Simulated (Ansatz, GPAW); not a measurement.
## A script for PtSeO (GLLB-SC)

These are simulated results from GPAW 26.7.0, not measurements. The cell was built from a prototype and was relaxed with r2SCAN in plane waves (Ansatz 0.2.0). It may be hypothetical. It is a single sheet, repeated along a and b, with vacuum along c. All runs are without spin polarisation.

The sheet's in-plane cell has a = 3.438 Å, b = 3.438 Å (γ = 120.0°), and its outermost atoms lie 2.25 Å apart along the normal. Pt has 3 O at 2.20 Å and 3 Se at 2.38 Å; O has 3 Pt at 2.20 Å; Se has 3 Pt at 2.38 Å.

GLLB-SC is a model potential. Its fundamental gap is the Kohn-Sham gap plus a derivative discontinuity, which the script evaluates at the band edges among the listed k points. Its total energy isn't variational and serves nothing here.

The script, run.py:

```python
import json
from ase import Atoms
from gpaw import GPAW, PW, FermiDirac

atoms = Atoms(['Pt', 'O', 'Se'],
              cell=[[3.437911, -0.0, -0.0], [-1.718955, 2.977318, 0.0], [-0.0, 0.0, 29.296376]],
              scaled_positions=[[0.0, -0.0, 0.311458], [0.333333, 0.666667, 0.343468], [0.666667, 0.333333, 0.26669]],
              pbc=True)
calc = GPAW(mode=PW(400), xc='GLLBSC', kpts={'size': (6, 6, 1), 'gamma': True},
            occupations=FermiDirac(0.02), maxiter=100, legacy_gpaw=True, txt='gpaw.txt')
atoms.calc = calc
res = {'energy': atoms.get_potential_energy(force_consistent=True)}
res['electrons'] = calc.get_number_of_electrons()
res['k'] = calc.get_ibz_k_points().tolist()
res['levels'] = [calc.get_eigenvalues(kpt=i).tolist() for i in range(len(res['k']))]
points = [[0.0, 0.0, 0.0], [0.5, 0.0, 0.0], [0.333333, 0.333333, 0.0], [-0.135417, 0.265625, 0.0]]
bands = calc.fixed_density(kpts=points, symmetry='off', nbands=round(res['electrons']) // 2 + 6, convergence={'bands': -2}, txt='bands.txt')
res['points'] = [bands.get_eigenvalues(kpt=i).tolist() for i in range(len(points))]
homo, lumo = bands.get_homo_lumo()
potential = calc.hamiltonian.xc.response.calculate_discontinuity_potential(homo, lumo)
res['discontinuity'] = bands.hamiltonian.xc.response.calculate_discontinuity(potential)
json.dump(res, open('results.json', 'w'))
print('free energy (eV):', round(res['energy'], 5))
```

Command: `python run.py`. It took 83 s on 1 thread of Arm Neoverse V1, on a shared host, peak memory 0.31 GiB.

The log gpaw.txt, trimmed of paths, versions and times, then the last line on the terminal. An iter line gives the energy in eV and the logarithms of the changes of orbitals (plane waves alone) and density (c: converged):

```
___ ___ ___ _ _ _
 |   |   |_  | | | |

 | | | | | . | | | |

 |__ |  _|___|_____|  26.7.0
 |___|_|

Input parameters:
  kpts: {gamma: True,
         size: (6, 6, 1)}
  maxiter: 100
  mode: {ecut: 400.0,
         name: pw}
  occupations: {fixmagmom: False,
                name: fermi-dirac,
                width: 0.02}
  xc: GLLBSC

System changes: positions, numbers, cell, pbc, initial_charges, initial_magmoms

Initialize ...

species:
  Pt:
    name:    Platinum
    Z:       78.0
    valence: 16
    core:    62
    charge:  0.0  # [|e|]
    compensation charges:
      type: gauss
      rc: 0.41  # [Å]
      lmax: 2
    cutoffs:
      filter: 2.26  # [Å]
      core: 2.26  # [Å]
    projectors
    | kind |    occ | energy [eV] | rcut [Å] |

    |------|--------|-------------|----------|

    |   6s |  1.000 |      -8.677 |    1.307 |

    |   5p |  6.000 |     -58.996 |    1.371 |

    |   6p |  0.000 |      -2.754 |    1.371 |

    |   5d |  9.000 |      -9.406 |    1.307 |

    |    s |        |      18.535 |    1.307 |

    |    d |        |      17.806 |    1.307 |

    Using partial waves for Pt as LCAO basis

  O:
    name:    Oxygen
    Z:       8.0
    valence: 6
    core:    2
    charge:  0.0  # [|e|]
    compensation charges:
      type: gauss
      rc: 0.21  # [Å]
      lmax: 2
    cutoffs:
      filter: 1.17  # [Å]
      core: 0.83  # [Å]
    projectors
    | kind |    occ | energy [eV] | rcut [Å] |

    |------|--------|-------------|----------|

    |   2s |  2.000 |     -28.986 |    0.688 |

    |   2p |  4.000 |     -13.358 |    0.598 |

    |    s |        |      -1.774 |    0.688 |

    |    p |        |      13.853 |    0.598 |

    |    d |        |       0.000 |    0.619 |

    Using partial waves for O as LCAO basis

  Se:
    name:    Selenium
    Z:       34.0
    valence: 6
    core:    28
    charge:  0.0  # [|e|]
    compensation charges:
      type: gauss
      rc: 0.27  # [Å]
      lmax: 2
    cutoffs:
      filter: 1.77  # [Å]
      core: 2.61  # [Å]
    projectors
    | kind |    occ | energy [eV] | rcut [Å] |

    |------|--------|-------------|----------|

    |   4s |  2.000 |     -19.929 |    0.847 |

    |   4p |  4.000 |      -9.440 |    1.005 |

    |    s |        |       7.282 |    0.847 |

    |    p |        |      17.771 |    1.005 |

    |    d |        |       0.000 |    0.847 |

    Using partial waves for Se as LCAO basis

Reference energy: -568329.904799  # eV

Spin-paired calculation

Convergence criteria:
 Maximum [total energy] change in last 3 cyles: 0.0005 eV / valence electron
 Maximum integral of absolute [dens]ity change: 0.0001 electrons / valence electron
 Maximum integral of absolute [eigenst]ate change: 4e-08 eV^2 / valence electron
 Maximum number of scf [iter]ations: 100
 (Square brackets indicate name in SCF output, whereas a 'c' in
 the SCF output indicates the quantity has converged.)

Symmetries present (total): 1

  ( 1  0  0)
  ( 0  1  0)
  ( 0  0  1)

36 k-points: 6 x 6 x 1 Monkhorst-Pack grid + [1/12,1/12,0.000000]
20 k-points in the irreducible part of the Brillouin zone
       k-points in crystal coordinates                weights
   0:     0.00000000    0.00000000    0.00000000          1/36
   1:     0.00000000    0.16666667    0.00000000          2/36
   2:     0.00000000    0.33333333    0.00000000          2/36
   3:     0.00000000    0.50000000    0.00000000          1/36
   4:     0.16666667   -0.33333333    0.00000000          2/36
   5:     0.16666667   -0.16666667    0.00000000          2/36
   6:     0.16666667    0.00000000    0.00000000          2/36
   7:     0.16666667    0.16666667    0.00000000          2/36
   8:     0.16666667    0.33333333    0.00000000          2/36
   9:     0.16666667    0.50000000    0.00000000          2/36
          ...
  19:     0.50000000    0.50000000    0.00000000          1/36

Wave functions: Plane wave expansion
  Cutoff energy: 400.000 eV
  Number of coefficients (min, max): 5418, 5507
  Pulay-stress correction: 0.000000 eV/Ang^3 (de/decut=0.000000)
  Using FFTW library
  ScaLapack parameters: grid=1x1, blocksize=None
  Wavefunction extrapolation:
    Improved wavefunction reuse through dual PAW basis

Occupation numbers: Fermi-Dirac:
  width: 0.0200  # eV

Eigensolver
   Davidson(niter=2)

Densities:
  Coarse grid: 16*16*140 grid
  Fine grid: 32*32*280 grid
  Total Charge: 0.000000

Density mixing:
  Method: separate
  Backend: msr1
  Linear mixing parameter: 0.05
  old densities: 10
  Width of damping distribution: 1.1
  Damping of long wavelength oscillations: 20

Hamiltonian:
  XC and Coulomb potentials evaluated on a 32*32*280 grid
  Using the GLLBSC Exchange-Correlation functional
  External potential:
    NoExternalPotential

XC parameters: GLLBSC functional being used consists of
  -----------------------------------------------------------------------
  | Weight | Module     | Description                                   |

  -----------------------------------------------------------------------
  |  1.000 | SCREENING  | GGA_X_PBE_SOL with 2 nearest neighbor stencil |

  |  1.000 | RESPONSE   | eps=0.0500 eV                                 |

  |  1.000 | XC         | GGA_C_PBE_SOL with 2 nearest neighbor stencil |

  -----------------------------------------------------------------------

Memory estimate:
  Process memory now: 124.89 MiB
  Calculator: 86.04 MiB
    Density: 21.27 MiB
      Arrays: 7.11 MiB
      Localized functions: 8.69 MiB
      Mixer: 5.47 MiB
    Hamiltonian: 4.88 MiB
      Arrays: 4.65 MiB
      XC: 0.00 MiB
      Poisson: 0.00 MiB
      vbar: 0.23 MiB
    Wavefunctions: 59.88 MiB
      Arrays psit_nG: 33.61 MiB
      Eigensolver: 2.16 MiB
      Projections: 0.27 MiB
      Projectors: 20.79 MiB
      PW-descriptor: 3.05 MiB

Total number of cores used: 1

Number of atoms: 3
Number of atomic orbitals: 20
Number of bands in calculation: 20
Number of valence electrons: 28
Bands to converge: occupied

... initialized

Initializing position-dependent things.

Density initialized from atomic densities
Creating initial wave functions:
  20 bands from LCAO basis set
Positions:
   0 Pt     0.000000    0.000000    9.124591    ( 0.0000,  0.0000,  0.0000)
   1 O     -0.000001    1.984880   10.062368    ( 0.0000,  0.0000,  0.0000)
   2 Se     1.718957    0.992438    7.813051    ( 0.0000,  0.0000,  0.0000)

Unit cell:
           periodic     x           y           z      points  spacing
  1. axis:    yes    3.437911   -0.000000   -0.000000    16     0.1861
  2. axis:    yes   -1.718955    2.977318    0.000000    16     0.1861
  3. axis:    yes   -0.000000    0.000000   29.296376   140     0.2093

  Lengths:   3.437911   3.437911  29.296376
  Angles:   90.000000  90.000000 119.999995

Effective grid spacing dv^(1/3) = 0.2030

iter:   1   -20.097904
iter:   2   -18.055571   -0.57  -1.09
iter:   3   -16.541100   -0.88  -1.13
iter:   4   -16.130196   -1.07  -1.31
iter:   5   -15.459571   -1.35  -1.46
iter:   6   -16.114988   -1.15  -1.57
iter:   7   -15.232862   -1.79  -1.45
iter:   8   -14.990961   -2.32  -2.19
iter:   9   -15.127709   -2.75  -2.05
iter:  10   -15.145923   -3.15  -2.41
iter:  11   -15.121599   -3.72  -2.53
iter:  12   -15.112992   -3.84  -3.20
iter:  13   -15.122554c  -4.29  -3.14
iter:  14   -15.121599c  -4.57  -3.30
iter:  15   -15.123759c  -4.85  -3.65
iter:  16   -15.123008c  -5.06  -3.74
iter:  17   -15.123452c  -5.31  -4.66c
iter:  18   -15.122956c  -5.51  -4.58c
iter:  19   -15.122938c  -5.73  -5.21c
iter:  20   -15.123032c  -5.94  -5.13c
iter:  21   -15.123022c  -6.14  -5.09c
iter:  22   -15.123024c  -6.35  -5.53c
iter:  23   -15.123044c  -6.54  -6.17c
iter:  24   -15.123028c  -6.74  -6.09c
iter:  25   -15.123030c  -6.94  -6.01c
iter:  26   -15.123029c  -7.13  -6.17c
iter:  27   -15.123030c  -7.35  -6.15c
iter:  28   -15.123031c  -7.57c -6.39c

Converged after 28 iterations.

Energy contributions relative to reference atoms: (reference = -568329.904799)

Kinetic:        +38.212921
Potential:      -37.044537
External:        +0.000000
XC:             -15.748727
Entropy (-ST):   -0.000000
Local:           -0.542688
SIC:             +0.000000
--------------------------
Free energy:    -15.123031
Extrapolated:   -15.123031

GLLBSC response reference energy: -6.02653 eV (from HOMO)

Showing only first 2 kpts
 Kpt  Band  Eigenvalues  Occupancy
  0    12     -6.53921    2.00000
  0    13     -6.48998    2.00000
  0    14     -2.51859    0.00000
  0    15     -2.51849    0.00000

  1    12     -6.43196    2.00000
  1    13     -6.04584    2.00000
  1    14     -3.74098    0.00000
  1    15     -2.82602    0.00000

Fermi level: -5.45614

Gap: 1.113 eV
Transition (v -> c):
  (s=0, k=4, n=13, [0.17, -0.33, 0.00]) -> (s=0, k=14, n=14, [0.33, 0.33, 0.00])
Direct/indirect transitions are different
Direct gap: 1.530 eV
Transition at: (s=0, k=14, n=13, [0.33, 0.33, 0.00])

free energy (eV): -15.12303
```

The gap in the log is over the mesh alone; results.json adds the listed points. GLLB-SC gives a gap of 1.58 eV (1.103 eV Kohn-Sham over the listed points plus 0.477 eV discontinuity). On the same cell, plane-wave PBE (Ansatz, 12×12×1 k points and the special points) gives a gap of 0.81 eV and r2SCAN a gap of 1.01 eV; on shared hosts these took about 19 and 50 core-seconds on the 3-atom cell, against 83 for the script. Spin-orbit coupling, left out in all these runs, can cut or reorder the gap by tenths of an eV, up to about 1 eV with Pb or Bi.

No spin-orbit coupling is included; it can move band edges with weight on the heavy atoms by tenths of an eV.
